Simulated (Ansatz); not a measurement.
Relaxation of a periodic cell of 13 atoms, LiMg12 (host Mg, host structure hcp, interstitial Li), to a largest force component of 0.03 eV/Å in at most 60 steps.

Level of theory: DFT PBE, scalar-relativistic, plane waves, PAW in Ansatz 0.2.0. Settings: cutoff 420 eV, k mesh 4x3x4, gaussian smearing 0.1 eV, no spin polarisation.

```xyz
13
Lattice="6.4200 0.0000 0.0000 -4.8150 8.3398 0.0000 0.0000 0.0000 5.2130" Properties=species:S:1:pos:R:3:forces:R:3
Mg 0.000 0.000 0.000 0.01 1.38 0.95
Mg 0.000 1.853 2.607 -0.01 -0.03 -0.02
Mg -1.605 2.780 0.000 0.00 0.01 0.03
Mg -1.605 4.633 2.607 0.00 0.00 0.01
Mg -3.210 5.560 0.000 0.93 -0.61 0.70
Mg -3.210 7.413 2.607 1.05 0.60 -0.82
Mg 3.210 0.000 0.000 0.00 -0.01 -0.02
Mg 3.210 1.853 2.607 0.00 0.00 -0.04
Mg 1.605 2.780 0.000 0.01 0.02 0.03
Mg 1.605 4.633 2.607 -0.01 -0.99 -0.64
Mg 0.000 5.560 0.000 -0.94 -0.60 0.71
Mg 0.000 7.413 2.607 -1.04 0.61 -0.81
Li 1.605 6.546 3.923 0.00 -0.37 -0.08
```

Task: Where does it end, and by what steps?

Result: It converged. Limits of this set-up: coarse k mesh, a small cell, in which the defect meets its images, a typed lattice constant that wasn't relaxed here. After 8 steps the energy has fallen by 1.180 eV; Mg11 moved furthest, 0.84 Å. Parted: Mg1–Mg11 (3.21 → 4.38 Å). Joined: Mg4–Li13 (3.96 → 3.22 Å), Mg7–Li13 (3.90 → 2.88 Å).

```tsv
step	energy less start (eV)	largest force component (eV/Å)	accepted
0	0.0000	1.377	yes
1	-0.8675	0.490	yes
2	-1.0152	0.151	yes
3	-1.0360	0.127	yes
4	-1.0562	0.058	yes
5	-1.0998	0.211	yes
6	-1.1550	0.138	yes
7	-1.1754	0.059	yes
8	-1.1799	0.010	yes
```

```xyz
13
Lattice="6.4200 0.0000 0.0000 -4.8150 8.3398 0.0000 0.0000 0.0000 5.2130" Properties=species:S:1:pos:R:3
Mg 0.422 0.336 -0.068
Mg 0.010 2.042 2.536
Mg -1.664 2.521 -0.044
Mg -1.549 4.785 3.057
Mg -3.199 5.577 0.167
Mg -3.211 7.453 2.513
Mg 3.381 -0.203 -0.393
Mg 3.163 1.837 2.482
Mg 1.749 2.890 -0.096
Mg 1.793 4.584 2.634
Mg -0.248 4.986 0.565
Mg 0.071 7.661 2.007
Li 0.888 6.555 4.201
```

Whether the end is a true minimum wasn't checked by a vibrational analysis.

The run took 68 s on 4 threads of Intel(R) Xeon(R) CPU @ 2.80GHz (Skylake/Cascade Lake), with other jobs on the host, peak memory 1.1 GiB.
